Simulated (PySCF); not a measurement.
**A gas-phase reaction: H4O2Si + Cl2 → ClH3O2Si + ClH**

Wanted: the reaction energy for `O[SiH2]O` + `ClCl` → `O[SiH](O)Cl` + `Cl`.

Computed with PySCF 2.14.0; each step states its level. No surroundings beyond the atoms listed, unless a continuum is named. Atoms count from 0, parts from 1.

## (1) Starting point

Each species was relaxed by itself at PBE0-D3(BJ)/def2-SVPD.

## (2) Energies of the species: wB97M-D3(BJ)/def2-TZVPD

What the job is given:

```
{"job": {"kind": "react", "xc": "wB97M-D3(BJ)", "basis": "def2-TZVPD"}, "charge": 0, "multiplicity": 1}
-1 H4O2Si charge 0 multiplicity 1
O      0.454180    -0.798060     1.292940
Si    -0.224900     0.266090     0.214690
O      0.724980     0.302230    -1.160150
H      0.582620    -1.708370     1.017410
H     -0.223600     1.571520     0.920390
H     -1.607760    -0.138850    -0.181070
H      0.308040     0.516920    -1.996890

-1 Cl2 charge 0 multiplicity 1
Cl     1.014600     0.008130     0.012210
Cl    -1.014670    -0.005810    -0.011030

+1 ClH3O2Si charge 0 multiplicity 1
O      1.253600     0.420750     0.428800
Si    -0.292990    -0.096270     0.146120
O     -0.727240     0.317630    -1.385320
Cl    -0.320840    -2.158400     0.425060
H      1.778500    -0.040600     1.087310
H     -1.299730     0.494780     1.045610
H     -0.152860     0.073050    -2.115600

+1 ClH charge 0 multiplicity 1
Cl     0.644610     0.006280     0.009800
H     -0.643420    -0.005130    -0.009280
```

Method: wB97M-D3(BJ)/def2-TZVPD reaction energy of separated species, gas phase.

Command:

```bash
$ OMP_NUM_THREADS=1 python cluster_run.py task.json out
```

This one command runs all jobs of the session in turn.

Standard output:

```text
species 1 (H4O2Si)
coarse grid: 26664 points
cycle   1  E = -442.4401106060  dE =  1.450e-01  |g| = 8.961e-01  |ddm| = 1.860e+00
cycle   2  E = -442.4090320068  dE =  3.108e-02  |g| = 1.039e+00  |ddm| = 9.811e-01
cycle   3  E = -442.5865963162  dE = -1.776e-01  |g| = 3.820e-02  |ddm| = 4.977e-01
cycle   4  E = -442.5869557868  dE = -3.595e-04  |g| = 1.041e-02  |ddm| = 4.851e-02
cycle   5  E = -442.5869841841  dE = -2.840e-05  |g| = 3.938e-03  |ddm| = 1.422e-02
cycle   6  E = -442.5869867374  dE = -2.553e-06  |g| = 1.938e-03  |ddm| = 3.715e-03
final grid: 55832 points
cycle   7  E = -442.5869774698  dE = -4.109e-09  |g| = 2.235e-03  |ddm| = 3.055e-03
cycle   8  E = -442.5869771601  dE =  3.097e-07  |g| = 2.661e-03  |ddm| = 2.113e-03
cycle   9  E = -442.5869782723  dE = -1.112e-06  |g| = 3.710e-05  |ddm| = 1.125e-03
cycle  10  E = -442.5869782736  dE = -1.320e-09  |g| = 1.267e-05  |ddm| = 1.068e-04
cycle  11  E = -442.5869782737  dE = -5.343e-11  |g| = 5.611e-06  |ddm| = 1.462e-05
converged SCF energy = -442.5869782737

species 2 (Cl2)
coarse grid: 12632 points
cycle   1  E = -920.4762353199  dE =  6.388e-02  |g| = 2.472e-01  |ddm| = 1.180e+00
cycle   2  E = -920.4854152155  dE = -9.180e-03  |g| = 1.551e-01  |ddm| = 2.411e-01
cycle   3  E = -920.4902178363  dE = -4.803e-03  |g| = 1.247e-02  |ddm| = 9.692e-02
cycle   4  E = -920.4902872531  dE = -6.942e-05  |g| = 2.486e-03  |ddm| = 1.204e-02
cycle   5  E = -920.4902916089  dE = -4.356e-06  |g| = 2.986e-04  |ddm| = 3.875e-03
final grid: 23496 points
cycle   6  E = -920.4902475435  dE = -4.819e-08  |g| = 9.206e-05  |ddm| = 4.966e-04
cycle   7  E = -920.4902475471  dE = -3.541e-09  |g| = 4.819e-05  |ddm| = 1.125e-04
cycle   8  E = -920.4902475477  dE = -6.339e-10  |g| = 1.454e-05  |ddm| = 4.227e-05
converged SCF energy = -920.4902475477

species 3 (ClH3O2Si)
coarse grid: 30504 points
cycle   1  E = -902.1679231740  dE =  3.695e-01  |g| = 9.024e-01  |ddm| = 1.988e+00
cycle   2  E = -902.1550608372  dE =  1.286e-02  |g| = 1.005e+00  |ddm| = 1.082e+00
cycle   3  E = -902.3195765138  dE = -1.645e-01  |g| = 5.642e-02  |ddm| = 5.476e-01
cycle   4  E = -902.3202517180  dE = -6.752e-04  |g| = 2.478e-02  |ddm| = 7.323e-02
cycle   5  E = -902.3203794090  dE = -1.277e-04  |g| = 4.526e-03  |ddm| = 2.303e-02
cycle   6  E = -902.3203861288  dE = -6.720e-06  |g| = 1.398e-03  |ddm| = 7.849e-03
final grid: 62208 points
cycle   7  E = -902.3203334131  dE = -3.132e-07  |g| = 1.409e-03  |ddm| = 2.540e-03
cycle   8  E = -902.3203333419  dE =  7.117e-08  |g| = 1.633e-03  |ddm| = 1.483e-03
cycle   9  E = -902.3203337636  dE = -4.217e-07  |g| = 7.242e-05  |ddm| = 7.334e-04
cycle  10  E = -902.3203337663  dE = -2.691e-09  |g| = 3.275e-05  |ddm| = 1.103e-04
cycle  11  E = -902.3203337669  dE = -6.121e-10  |g| = 6.337e-06  |ddm| = 6.985e-05
converged SCF energy = -902.3203337669

species 4 (ClH)
coarse grid: 8792 points
cycle   1  E = -460.8503330717  dE = -8.165e-02  |g| = 2.169e-01  |ddm| = 7.239e-01
cycle   2  E = -460.8625126790  dE = -1.218e-02  |g| = 1.397e-01  |ddm| = 2.651e-01
cycle   3  E = -460.8670521470  dE = -4.539e-03  |g| = 1.358e-02  |ddm| = 9.818e-02
cycle   4  E = -460.8670932305  dE = -4.108e-05  |g| = 3.364e-03  |ddm| = 9.545e-03
cycle   5  E = -460.8670994791  dE = -6.249e-06  |g| = 8.516e-04  |ddm| = 3.915e-03
final grid: 17120 points
cycle   6  E = -460.8670681609  dE = -3.715e-07  |g| = 3.676e-04  |ddm| = 8.888e-04
cycle   7  E = -460.8670682072  dE = -4.626e-08  |g| = 1.618e-04  |ddm| = 3.980e-04
cycle   8  E = -460.8670682138  dE = -6.574e-09  |g| = 4.220e-05  |ddm| = 1.295e-04
cycle   9  E = -460.8670682151  dE = -1.312e-09  |g| = 3.969e-06  |ddm| = 6.531e-05
cycle  10  E = -460.8670682151  dE = -4.775e-12  |g| = 8.164e-07  |ddm| = 3.310e-06
converged SCF energy = -460.8670682151

Reaction energy = -69.665 kcal/mol
```

It took 12 s on 1 thread of AMD EPYC 9R45, shared host; peak memory 0.67 GiB.

Species by species (with the dispersion term, which the log's SCF energies lack):

| ν | species | energy (Eh) | HOMO (eV) |
| --- | --- | --- | --- |
| -1 | O[SiH2]O | -442.59211 | -11.08 |
| -1 | ClCl | -920.49147 | -11.18 |
| +1 | O[SiH](O)Cl | -902.32699 | -11.64 |
| +1 | Cl | -460.86761 | -11.93 |

## (3) Energies of the species: PBE0-D3(BJ)/def2-TZVPD

The job, as its differences from that of step 2:

```diff
@@ -1,2 +1,2 @@
-{"job": {"kind": "react", "xc": "wB97M-D3(BJ)", "basis": "def2-TZVPD"}, "charge": 0, "multiplicity": 1}
+{"job": {"kind": "react", "xc": "PBE0", "basis": "def2-TZVPD", "disp": "d3bj"}, "charge": 0, "multiplicity": 1}
 -1 H4O2Si charge 0 multiplicity 1
```

Method: PBE0-D3(BJ)/def2-TZVPD reaction energy of separated species, gas phase.

Standard output:

```text
species 1 (H4O2Si)
coarse grid: 6280 points
cycle   1  E = -442.0682967655  dE =  2.190e-01  |g| = 9.686e-01  |ddm| = 1.922e+00
cycle   2  E = -441.7583626713  dE =  3.099e-01  |g| = 1.605e+00  |ddm| = 1.322e+00
cycle   3  E = -442.2314096114  dE = -4.730e-01  |g| = 6.273e-02  |ddm| = 8.621e-01
cycle   4  E = -442.2322348173  dE = -8.252e-04  |g| = 1.717e-02  |ddm| = 5.099e-02
cycle   5  E = -442.2322705624  dE = -3.575e-05  |g| = 1.074e-02  |ddm| = 1.437e-02
cycle   6  E = -442.2322901367  dE = -1.957e-05  |g| = 1.317e-03  |ddm| = 5.522e-03
cycle   7  E = -442.2322904625  dE = -3.258e-07  |g| = 2.966e-04  |ddm| = 1.103e-03
final grid: 55832 points
cycle   8  E = -442.2309842448  dE = -2.210e-05  |g| = 4.803e-03  |ddm| = 1.774e-02
cycle   9  E = -442.2309793155  dE =  4.929e-06  |g| = 7.102e-03  |ddm| = 5.606e-03
cycle  10  E = -442.2309877654  dE = -8.450e-06  |g| = 3.244e-04  |ddm| = 3.542e-03
cycle  11  E = -442.2309877825  dE = -1.714e-08  |g| = 4.431e-05  |ddm| = 1.854e-04
cycle  12  E = -442.2309877829  dE = -3.042e-10  |g| = 1.403e-05  |ddm| = 3.252e-05
converged SCF energy = -442.2309877829

species 2 (Cl2)
coarse grid: 3248 points
cycle   1  E = -920.0848709250  dE =  1.015e-01  |g| = 1.608e-01  |ddm| = 1.191e+00
cycle   2  E = -920.0872214020  dE = -2.350e-03  |g| = 8.738e-02  |ddm| = 1.235e-01
cycle   3  E = -920.0886042136  dE = -1.383e-03  |g| = 3.229e-02  |ddm| = 7.027e-02
cycle   4  E = -920.0888553440  dE = -2.511e-04  |g| = 5.428e-04  |ddm| = 2.039e-02
cycle   5  E = -920.0888554533  dE = -1.093e-07  |g| = 2.230e-04  |ddm| = 9.350e-04
final grid: 23496 points
cycle   6  E = -920.0901486760  dE = -8.697e-06  |g| = 2.710e-03  |ddm| = 7.426e-03
cycle   7  E = -920.0901491096  dE = -4.336e-07  |g| = 1.504e-03  |ddm| = 3.013e-03
cycle   8  E = -920.0901493490  dE = -2.394e-07  |g| = 1.106e-04  |ddm| = 1.207e-03
cycle   9  E = -920.0901493516  dE = -2.611e-09  |g| = 4.178e-05  |ddm| = 9.884e-05
cycle  10  E = -920.0901493520  dE = -3.924e-10  |g| = 3.005e-06  |ddm| = 2.416e-05
converged SCF energy = -920.0901493520

species 3 (ClH3O2Si)
coarse grid: 7280 points
cycle   1  E = -901.6019993570  dE =  4.175e-01  |g| = 9.660e-01  |ddm| = 2.068e+00
cycle   2  E = -901.3427595803  dE =  2.592e-01  |g| = 1.532e+00  |ddm| = 1.425e+00
cycle   3  E = -901.7626634791  dE = -4.199e-01  |g| = 9.744e-02  |ddm| = 9.288e-01
cycle   4  E = -901.7645584358  dE = -1.895e-03  |g| = 4.323e-02  |ddm| = 1.142e-01
cycle   5  E = -901.7649268998  dE = -3.685e-04  |g| = 7.521e-03  |ddm| = 3.780e-02
cycle   6  E = -901.7649367376  dE = -9.838e-06  |g| = 3.690e-03  |ddm| = 7.073e-03
cycle   7  E = -901.7649392189  dE = -2.481e-06  |g| = 9.256e-04  |ddm| = 2.284e-03
final grid: 62208 points
cycle   8  E = -901.7648239160  dE = -2.462e-05  |g| = 6.086e-03  |ddm| = 2.967e-02
cycle   9  E = -901.7648165380  dE =  7.378e-06  |g| = 8.686e-03  |ddm| = 8.135e-03
cycle  10  E = -901.7648294950  dE = -1.296e-05  |g| = 6.491e-04  |ddm| = 4.969e-03
cycle  11  E = -901.7648295532  dE = -5.821e-08  |g| = 1.522e-04  |ddm| = 4.513e-04
cycle  12  E = -901.7648295582  dE = -4.967e-09  |g| = 4.141e-05  |ddm| = 1.602e-04
cycle  13  E = -901.7648295586  dE = -4.084e-10  |g| = 1.326e-05  |ddm| = 3.407e-05
converged SCF energy = -901.7648295586

species 4 (ClH)
coarse grid: 2248 points
cycle   1  E = -460.6537834681  dE = -4.644e-02  |g| = 1.882e-01  |ddm| = 7.411e-01
cycle   2  E = -460.6558521746  dE = -2.069e-03  |g| = 1.902e-01  |ddm| = 3.151e-01
cycle   3  E = -460.6653811604  dE = -9.529e-03  |g| = 1.506e-02  |ddm| = 1.513e-01
cycle   4  E = -460.6654032177  dE = -2.206e-05  |g| = 2.693e-03  |ddm| = 7.323e-03
cycle   5  E = -460.6654047655  dE = -1.548e-06  |g| = 1.111e-03  |ddm| = 2.553e-03
final grid: 17120 points
cycle   6  E = -460.6658902779  dE = -4.429e-06  |g| = 2.164e-03  |ddm| = 7.334e-03
cycle   7  E = -460.6658903074  dE = -2.943e-08  |g| = 1.795e-03  |ddm| = 2.512e-03
cycle   8  E = -460.6658909253  dE = -6.179e-07  |g| = 1.533e-04  |ddm| = 1.363e-03
cycle   9  E = -460.6658909322  dE = -6.898e-09  |g| = 2.146e-05  |ddm| = 1.086e-04
cycle  10  E = -460.6658909323  dE = -1.007e-10  |g| = 4.934e-06  |ddm| = 1.681e-05
converged SCF energy = -460.6658909323

Reaction energy = -69.309 kcal/mol
```

Run time: 5.7 s. Hardware: 1 thread of AMD EPYC 9R45, shared host; peak memory 0.6 GiB.

Reaction energy at this level: -69.31 kcal/mol.

## (4) Reaction energy: MP2/def2-TZVPD

The job, as its differences from that of step 3:

```diff
@@ -1,2 +1,2 @@
-{"job": {"kind": "react", "xc": "PBE0", "basis": "def2-TZVPD", "disp": "d3bj"}, "charge": 0, "multiplicity": 1}
+{"job": {"kind": "react", "xc": "MP2", "basis": "def2-TZVPD"}, "charge": 0, "multiplicity": 1}
 -1 H4O2Si charge 0 multiplicity 1
```

Method: MP2/def2-TZVPD reaction energy of separated species, gas phase.

Standard output:

```text
species 1 (H4O2Si)
final grid: 55832 points
cycle   1  E = -441.0732909078  dE =  1.948e-02  |g| = 6.790e-01  |ddm| = 1.819e+00
cycle   2  E = -441.1374078144  dE = -6.412e-02  |g| = 4.222e-01  |ddm| = 5.726e-01
cycle   3  E = -441.1668369574  dE = -2.943e-02  |g| = 4.737e-02  |ddm| = 2.163e-01
cycle   4  E = -441.1675308518  dE = -6.939e-04  |g| = 8.557e-03  |ddm| = 5.612e-02
cycle   5  E = -441.1675613731  dE = -3.052e-05  |g| = 1.654e-03  |ddm| = 1.434e-02
cycle   6  E = -441.1675627285  dE = -1.355e-06  |g| = 6.093e-04  |ddm| = 3.100e-03
cycle   7  E = -441.1675628536  dE = -1.252e-07  |g| = 2.432e-04  |ddm| = 6.115e-04
cycle   8  E = -441.1675628768  dE = -2.316e-08  |g| = 6.003e-05  |ddm| = 2.643e-04
cycle   9  E = -441.1675628788  dE = -1.963e-09  |g| = 1.365e-05  |ddm| = 9.939e-05
cycle  10  E = -441.1675628789  dE = -1.141e-10  |g| = 3.066e-06  |ddm| = 2.782e-05
converged SCF energy = -441.1675628789

species 2 (Cl2)
final grid: 23496 points
cycle   1  E = -918.9653262177  dE =  6.011e-02  |g| = 2.590e-01  |ddm| = 1.186e+00
cycle   2  E = -918.9802783102  dE = -1.495e-02  |g| = 1.127e-01  |ddm| = 2.120e-01
cycle   3  E = -918.9828567753  dE = -2.578e-03  |g| = 1.988e-02  |ddm| = 7.487e-02
cycle   4  E = -918.9830776271  dE = -2.209e-04  |g| = 4.253e-03  |ddm| = 2.065e-02
cycle   5  E = -918.9830897333  dE = -1.211e-05  |g| = 7.297e-04  |ddm| = 5.118e-03
cycle   6  E = -918.9830899507  dE = -2.175e-07  |g| = 1.518e-04  |ddm| = 6.808e-04
cycle   7  E = -918.9830899600  dE = -9.231e-09  |g| = 2.307e-05  |ddm| = 1.886e-04
cycle   8  E = -918.9830899602  dE = -2.590e-10  |g| = 2.990e-06  |ddm| = 4.639e-05
converged SCF energy = -918.9830899602

species 3 (ClH3O2Si)
final grid: 62208 points
cycle   1  E = -900.0661844940  dE =  2.833e-01  |g| = 6.925e-01  |ddm| = 1.948e+00
cycle   2  E = -900.1377047093  dE = -7.152e-02  |g| = 4.102e-01  |ddm| = 6.418e-01
cycle   3  E = -900.1659038296  dE = -2.820e-02  |g| = 5.113e-02  |ddm| = 2.414e-01
cycle   4  E = -900.1666867620  dE = -7.829e-04  |g| = 1.339e-02  |ddm| = 6.578e-02
cycle   5  E = -900.1667481727  dE = -6.141e-05  |g| = 3.645e-03  |ddm| = 1.812e-02
cycle   6  E = -900.1667542737  dE = -6.101e-06  |g| = 1.033e-03  |ddm| = 5.563e-03
cycle   7  E = -900.1667550862  dE = -8.125e-07  |g| = 3.052e-04  |ddm| = 1.812e-03
cycle   8  E = -900.1667551539  dE = -6.769e-08  |g| = 1.246e-04  |ddm| = 5.024e-04
cycle   9  E = -900.1667551594  dE = -5.460e-09  |g| = 2.966e-05  |ddm| = 1.354e-04
cycle  10  E = -900.1667551598  dE = -4.190e-10  |g| = 7.367e-06  |ddm| = 4.625e-05
converged SCF energy = -900.1667551598

species 4 (ClH)
final grid: 17120 points
cycle   1  E = -460.0817348696  dE = -1.009e-01  |g| = 2.132e-01  |ddm| = 7.101e-01
cycle   2  E = -460.0969050078  dE = -1.517e-02  |g| = 8.401e-02  |ddm| = 2.053e-01
cycle   3  E = -460.0986383956  dE = -1.733e-03  |g| = 1.826e-02  |ddm| = 5.472e-02
cycle   4  E = -460.0988469629  dE = -2.086e-04  |g| = 6.315e-03  |ddm| = 1.638e-02
cycle   5  E = -460.0988769629  dE = -3.000e-05  |g| = 1.289e-03  |ddm| = 7.398e-03
cycle   6  E = -460.0988781790  dE = -1.216e-06  |g| = 2.808e-04  |ddm| = 1.659e-03
cycle   7  E = -460.0988782323  dE = -5.327e-08  |g| = 4.150e-05  |ddm| = 4.895e-04
cycle   8  E = -460.0988782330  dE = -7.286e-10  |g| = 7.806e-06  |ddm| = 6.177e-05
converged SCF energy = -460.0988782330

Reaction energy = -73.125 kcal/mol
```

It took 2.9 s on 1 thread of AMD EPYC 9R45, shared host; peak memory 0.45 GiB.

Reaction energy at this level: -73.12 kcal/mol.

## (5) Comparing the runs

Energies in kcal/mol, with wall time:

| run | reaction | time |
| --- | --- | --- |
| wB97M-D3(BJ)/def2-TZVPD | -69.67 | 12 s |
| PBE0-D3(BJ)/def2-TZVPD | -69.31 | 5.7 s |
| MP2/def2-TZVPD | -73.12 | 2.9 s |

## (6) Results

| quantity | value |
| --- | --- |
| reaction energy (wB97M-D3(BJ)/def2-TZVPD) | -69.67 kcal/mol |
| ΔH, ΔG at 298 K (xTB thermal terms) | -70.7, -69.5 kcal/mol |
| range of the reaction energy over the runs of this table | -73.12 to -69.31 kcal/mol |

In words: The reaction is exothermic by 70.7 kcal/mol in the gas phase; dispersion gives -0.53, and xTB itself gave -36.38 for the electronic energy (xTB energies and thermal terms come from the earlier relaxation of each species, not shown). No barrier was sought. xTB and this level differ widely in the electronic energy, so what comes from xTB (the thermal terms above all) is less safe here. The reaction energy runs from -73.12 (MP2/def2-TZVPD) to -69.31 kcal/mol (PBE0-D3(BJ)/def2-TZVPD).
